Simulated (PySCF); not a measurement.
# GeH2 (SMILES [GeH2]) at 6 levels

Aim: a comparison of 6 runs (B3LYP/STO-6G, PBE0/STO-6G, CCSDT(Q)/STO-6G, CCSDT/STO-6G, CISD/STO-6G, FCI/STO-6G) of GeH2. Input form: a Python script.

Program for the calculation: PySCF 2.14.0.

14 further runs of the same task are left out: 1 that didn't finish, 13 set aside as unsound or not needed.

### 1 The structure to begin with

GeH2 has 3 atoms, charge 0, and is taken as a singlet. SMILES: `[GeH2]`. The Ge1–H2 distance was set to 3.508 Å, away from the relaxed value. At this shape a bond of the SMILES string is far longer than usual.

Bond lengths: Ge1–H3 1.594 Å.

### 2 A single-point energy at B3LYP/STO-6G (run 1)

Input file input.xyz:

```xyz
3
GeH2
Ge    -2.193848    -0.001107    -1.190956
H      0.783000     0.743600     0.509000
H     -1.836648    -1.554907    -1.172556
```

Input file input.py:

```python
from pyscf import gto, dft

mol = gto.M(
    atom='input.xyz',
    spin=0,
    max_memory=1860,
    verbose=4,
    charge=0,
    basis='sto-6g',
)

mf = dft.RKS(mol, xc='b3lyp')
mf.conv_tol = 1e-10
mf.grids.level = 5
mf.kernel()
if not mf.converged:
    mf = mf.newton().run(mf.mo_coeff, mf.mo_occ)

e_final = mf.e_tot
print('Final energy', e_final)
```

Launch:

```bash
$ OMP_NUM_THREADS=1 python input.py
```

What it wrote:

```text
PySCF version 2.14.0

[INPUT] num. atoms = 3
[INPUT] num. electrons = 34
[INPUT] charge = 0
[INPUT] spin (= nelec alpha-beta = 2S) = 0
[INPUT] symmetry False subgroup None
[INPUT] Mole.unit = angstrom
[INPUT] Symbol           X                Y                Z      unit          X                Y                Z       unit  Magmom
[INPUT]  1 Ge    -2.193848000000  -0.001107000000  -1.190956000000 AA   -4.145771878925  -0.002091926820  -2.250580666408 Bohr   0.0
[INPUT]  2 H      0.783000000000   0.743600000000   0.509000000000 AA    1.479655555534   1.405200346227   0.961870597404 Bohr   0.0
[INPUT]  3 H     -1.836648000000  -1.554907000000  -1.172556000000 AA   -3.470761707230  -2.938348379169  -2.215809705716 Bohr   0.0

nuclear repulsion = 15.584392667788
number of shells = 10
number of NR pGTOs = 120
number of NR cGTOs = 20
basis = sto-6g
ecp = {}

[... 75 lines left out ...]
SCF not converged.
SCF energy = -2066.47362811195
[... 22 lines left out ...]
becke partition: Becke, JCP 88, 2547 (1988); DOI:10.1063/1.454033
pruning grids: <function nwchem_prune>
grids dens level: 5
symmetrized grids: False
atomic radii adjust function: <function treutler_atomic_radii_adjust>
small_rho_cutoff = 0
******** <class 'pyscf.dft.rks.RKS'> Newton solver flags ********
SCF tol = 1e-10
conv_tol_grad = None
max. SCF cycles = 50
direct_scf = True
direct_scf_tol = 1e-13
max_cycle_inner = 12
max_stepsize = 0.05
ah_start_tol = 1e+09
ah_level_shift = 0
ah_conv_tol = 1e-12
ah_lindep = 1e-14
ah_start_cycle = 1
ah_max_cycle = 40
ah_grad_trust_region = 2.5
kf_interval = 4
kf_trust_region = 5
canonicalization = True
Set conv_tol_grad to 1e-05
  HOMO = -0.0694397333437437  LUMO = -0.0208555594574236  gap/eV = 1.32204
Initial guess E= -2066.47362811195  |g|= 7.49025e-05
macro= 0  E= -2066.47362811591  delta_E= -3.96358e-09  |g|= 7.49025e-05  1 KF 4 JK
macro= 1  E= -2066.47362811591  delta_E= 1.81899e-12  |g|= 1.77602e-06  1 KF 2 JK
Canonicalize SCF orbitals
macro X = 2  E=-2066.47362811591  |g|= 1.77602e-06  total 3 KF 9 JK
converged SCF energy = -2066.47362811591
Final energy -2066.4736281159076
```

Wall time 4.8 s (1 thread of Arm Neoverse V1, shared host); peak memory 0.2 GiB.

### 3 A single-point energy at PBE0/STO-6G (run 2)

Input file input.py:

```python
from pyscf import gto, dft

system = gto.Mole()
system.atom = '''
Ge    -2.193848    -0.001107    -1.190956
H      0.783000     0.743600     0.509000
H     -1.836648    -1.554907    -1.172556
'''
system.charge = 0
system.basis = 'sto-6g'
system.verbose = 4
system.max_memory = 1860
system.spin = 0
system.build()

mf = dft.RKS(system, xc='pbe0')
mf.grids.level = 5
mf.conv_tol = 1e-10
mf.kernel()
if not mf.converged:
    mf = mf.newton().run(mf.mo_coeff, mf.mo_occ)

e_tot = mf.e_tot
print('E(%s) = %.9f' % ('PBE0', e_tot))
```

Launch:

```bash
$ OMP_NUM_THREADS=1 python input.py
```

What it wrote:

```text
PySCF version 2.14.0

[INPUT] num. atoms = 3
[INPUT] num. electrons = 34
[INPUT] charge = 0
[INPUT] spin (= nelec alpha-beta = 2S) = 0
[INPUT] symmetry False subgroup None
[INPUT] Mole.unit = angstrom
[INPUT] Symbol           X                Y                Z      unit          X                Y                Z       unit  Magmom
[INPUT]  1 Ge    -2.193848000000  -0.001107000000  -1.190956000000 AA   -4.145771878925  -0.002091926820  -2.250580666408 Bohr   0.0
[INPUT]  2 H      0.783000000000   0.743600000000   0.509000000000 AA    1.479655555534   1.405200346227   0.961870597404 Bohr   0.0
[INPUT]  3 H     -1.836648000000  -1.554907000000  -1.172556000000 AA   -3.470761707230  -2.938348379169  -2.215809705716 Bohr   0.0

nuclear repulsion = 15.584392667788
number of shells = 10
number of NR pGTOs = 120
number of NR cGTOs = 20
basis = sto-6g
ecp = {}

[... 80 lines left out ...]
converged SCF energy = -2066.24673659496
E(PBE0) = -2066.246736595
```

Run time: 3.9 s. Hardware: 1 thread of Arm Neoverse V1, shared host; peak memory 0.18 GiB.

### 4 A single-point energy at CCSDT(Q)/STO-6G (run 3)

Input file input.py:

```python
from pyscf import gto, scf, cc

mol = gto.Mole()
mol.atom = '''
Ge    -4.145772    -0.002092    -2.250581
H      1.479656     1.405200     0.961871
H     -3.470762    -2.938348    -2.215810
'''
mol.unit = 'bohr'
mol.basis = 'sto-6g'
mol.max_memory = 1860
mol.spin = 0
mol.charge = 0
mol.verbose = 3
mol.build()

mf = scf.RHF(mol)
mf.conv_tol = 1e-10
mf.kernel()
if not mf.converged:
    mf = mf.newton().run(mf.mo_coeff, mf.mo_occ)

mycc = cc.CCSDT(mf, frozen=9)
mycc.kernel()
e_bracket, e_q = mycc.ccsdt_q()
energy = mycc.e_tot + e_q
print('E(%s) = %.9f' % ('CCSDT(Q)', energy))
```

Launch:

```bash
$ OMP_NUM_THREADS=1 python input.py
```

What it wrote:

```text
converged SCF energy = -2065.0407368935
_make_eris_incore_RCCSDT

WARN: A large `blksize` is being used, which may cause large memory consumption
      for storing contraction intermediates. If memory is sufficient, consider using
      `pyscf.cc.rccsdt_highm.RCCSDT` instead.

RCCSDT converged
E(RCCSDT) = -2065.248912420915   E_corr = -0.2081755274162611
E_corr(same-spin) = -4.15544046085134e-05
E_corr(oppo-spin) = -0.208133973011653
_make_eris_incore_RCCSDT
E(CCSDT(Q)) = -2065.248530070
```

It took 2.2 s on 1 thread of Arm Neoverse V1, shared host; peak memory 0.1 GiB.

Runs 4 to 5 aren't shown in full; the table further down has their settings and results.

### 5 A single-point energy at FCI/STO-6G (run 6)

Changes to input.xyz since step 2:

```diff
@@ -1,3 +1,3 @@
 3
-GeH2
+
 Ge    -2.193848    -0.001107    -1.190956
```

Input file run.py:

```python
from pyscf import gto, scf, mcscf
from pyscf import fci

mol = gto.Mole()
mol.atom = 'input.xyz'
mol.basis = 'sto-6g'
mol.verbose = 4
mol.max_memory = 1860
mol.build()

myscf = scf.RHF(mol)
myscf.conv_tol = 1e-10
myscf.kernel()
if not myscf.converged:
    myscf = myscf.newton().run(myscf.mo_coeff, myscf.mo_occ)

cas = mcscf.CASCI(myscf, myscf.mo_coeff.shape[-1] - 9, (mol.nelec[0] - 9, mol.nelec[1] - 9))  # full CI above the frozen core
cas.fcisolver = fci.direct_spin0.FCI(mol)  # even spin states alone
cas.kernel()
print('<S^2> = %.4f' % cas.fcisolver.spin_square(cas.ci, cas.ncas, cas.nelecas)[0])
e_final = cas.e_tot
print(f'total energy: {e_final:.8f} hartree')
```

Launch:

```bash
$ OMP_NUM_THREADS=1 python run.py
```

What it wrote:

```text
PySCF version 2.14.0

[INPUT] num. atoms = 3
[INPUT] num. electrons = 34
[INPUT] charge = 0
[INPUT] spin (= nelec alpha-beta = 2S) = 0
[INPUT] symmetry False subgroup None
[INPUT] Mole.unit = angstrom
[INPUT] Symbol           X                Y                Z      unit          X                Y                Z       unit  Magmom
[INPUT]  1 Ge    -2.193848000000  -0.001107000000  -1.190956000000 AA   -4.145771878925  -0.002091926820  -2.250580666408 Bohr   0.0
[INPUT]  2 H      0.783000000000   0.743600000000   0.509000000000 AA    1.479655555534   1.405200346227   0.961870597404 Bohr   0.0
[INPUT]  3 H     -1.836648000000  -1.554907000000  -1.172556000000 AA   -3.470761707230  -2.938348379169  -2.215809705716 Bohr   0.0

nuclear repulsion = 15.584392667788
number of shells = 10
number of NR pGTOs = 120
number of NR cGTOs = 20
basis = sto-6g
ecp = {}

******** <class 'pyscf.scf.hf.RHF'> ********
method = RHF
initial guess = minao
damping factor = 0
level_shift factor = 0
DIIS = <class 'pyscf.scf.diis.CDIIS'>
diis_start_cycle = 1
diis_space = 8
diis_damp = 0
SCF conv_tol = 1e-10
SCF conv_tol_grad = None
SCF max_cycles = 50
direct_scf = True
direct_scf_tol = 1e-13
Set gradient conv threshold to 1e-05
Initial guess from minao.
init E= -2062.54840622999
  HOMO = -0.252299829234387  LUMO = -0.242811025111694  gap/eV = 0.25820
cycle= 1 E= -2064.80429065514  delta_E= -2.26  |g|= 0.451  |ddm|= 2.19
  HOMO = -0.108295129796777  LUMO = 0.113573332029071  gap/eV = 6.03735
cycle= 2 E= -2064.91988239621  delta_E= -0.116  |g|= 0.219  |ddm|= 2.49
  HOMO = -0.0396684455100899  LUMO = 0.0760620560017162  gap/eV = 3.14919
cycle= 3 E= -2065.02650043743  delta_E= -0.107  |g|= 0.121  |ddm|= 1.62
  HOMO = -0.0793629303809595  LUMO = 0.095358859923976  gap/eV = 4.75442
cycle= 4 E= -2065.03896225908  delta_E= -0.0125  |g|= 0.041  |ddm|= 0.241
  HOMO = -0.0975798276796731  LUMO = 0.101953878997879  gap/eV = 5.42959
cycle= 5 E= -2065.04069901736  delta_E= -0.00174  |g|= 0.00501  |ddm|= 0.145
  HOMO = -0.0953069819300993  LUMO = 0.100780875082753  gap/eV = 5.33582
cycle= 6 E= -2065.04073556956  delta_E= -3.66e-05  |g|= 0.000939  |ddm|= 0.0239
  HOMO = -0.095872552419185  LUMO = 0.101158036221165  gap/eV = 5.36148
cycle= 7 E= -2065.0407367747  delta_E= -1.21e-06  |g|= 0.000346  |ddm|= 0.00414
  HOMO = -0.0959047456436675  LUMO = 0.101072409397757  gap/eV = 5.36002
cycle= 8 E= -2065.0407368969  delta_E= -1.22e-07  |g|= 9.39e-05  |ddm|= 0.0014
  HOMO = -0.0959248294005786  LUMO = 0.101114275022518  gap/eV = 5.36171
cycle= 9 E= -2065.04073690626  delta_E= -9.36e-09  |g|= 1.38e-05  |ddm|= 0.000306
  HOMO = -0.0959166897895919  LUMO = 0.10110705387604  gap/eV = 5.36129
cycle= 10 E= -2065.04073690654  delta_E= -2.72e-10  |g|= 5.32e-06  |ddm|= 5.67e-05
  HOMO = -0.0959162971324562  LUMO = 0.101106272754053  gap/eV = 5.36126
cycle= 11 E= -2065.04073690658  delta_E= -4.27e-11  |g|= 1.35e-06  |ddm|= 2.17e-05
  HOMO = -0.0959165282738085  LUMO = 0.101106349572208  gap/eV = 5.36127
Extra cycle  E= -2065.04073690658  delta_E= 4.55e-13  |g|= 8.55e-07  |ddm|= 3.25e-06
converged SCF energy = -2065.04073690658

******** <class 'pyscf.mcscf.casci.CASCI'> ********
CAS (8e+8e, 11o), ncore = 9, nvir = 0
natorb = False
canonicalization = True
sorting_mo_energy = False
******** <class 'pyscf.fci.direct_spin0.FCISolver'> ********
max. cycles = 100
conv_tol = 1e-10
davidson only = False
linear dependence = 1e-14
level shift = 0.001
max iter space = 12
nroots = 1
pspace_size = 400
spin = None
Density matrix diagonal elements [1.99936161 1.9998803  1.99988768 1.99705094 1.99993063 1.97054641
 1.9456344  1.16462265 0.83851214 0.04660214 0.03797111]
CASCI converged
CASCI E = -2065.24881573390  E(CI) = -98.9740453704062  S^2 = 0.0000000
<S^2> = 0.0000
total energy: -2065.24881573 hartree
```

Wall time 2 s (1 thread of Arm Neoverse V1, shared host); peak memory 0.12 GiB.

### 6 All runs side by side

| run | level | integration grid | frozen core orbitals | energy (Eh) | dipole moment (D) of the reference | HOMO energy (eV) | LUMO energy (eV) | wall time |
| --- | --- | --- | --- | --- | --- | --- | --- | --- |
| 1 | B3LYP/STO-6G | 5 | – | -2066.473628 | 2.85 | -1.89 | -0.57 | 4.8 s |
| 2 | PBE0/STO-6G | 5 | – | -2066.246737 | 2.77 | -1.89 | -0.28 | 3.9 s |
| 3 | CCSDT(Q)/STO-6G | – | 9 | -2065.248530 | 4.15 | -2.61 | 2.75 | 2.2 s |
| 4 | CCSDT/STO-6G | – | 9 | -2065.248912 | 4.15 | -2.61 | 2.75 | 1.4 s |
| 5 | CISD/STO-6G | – | 9 | -2065.231011 | 4.15 | -2.61 | 2.75 | 1.1 s |
| 6 | FCI/STO-6G | – | 9 | -2065.248816 | 4.15 | -2.61 | 2.75 | 2 s |

### 7 Results

```
                                          quantity           value
                               run 6: total energy  -2065.24882 Eh
       run 6: dipole moment (Hartree–Fock density)          4.15 D
        run 6: HOMO energy (Hartree–Fock orbitals)        -2.61 eV
        run 6: LUMO energy (Hartree–Fock orbitals)         2.75 eV
      run 6: HOMO–LUMO gap (Hartree–Fock orbitals)         5.36 eV
run 6: correlation energy (9 core orbitals frozen)      -208.1 mEh
```

Against full CI in this basis: CCSDT(Q) +0.3 mEh; CCSDT -0.1 mEh; CISD +17.8 mEh. Totals of different functionals can't be ranked against each other. In runs 1, 2, 3, 4, 5, 6 the basis is minimal, so the values are rough. In runs 1, 2, 5 a closed-shell determinant meets a far-stretched bond, which it describes badly. All runs together took 15 s, the longest 4.8 s.
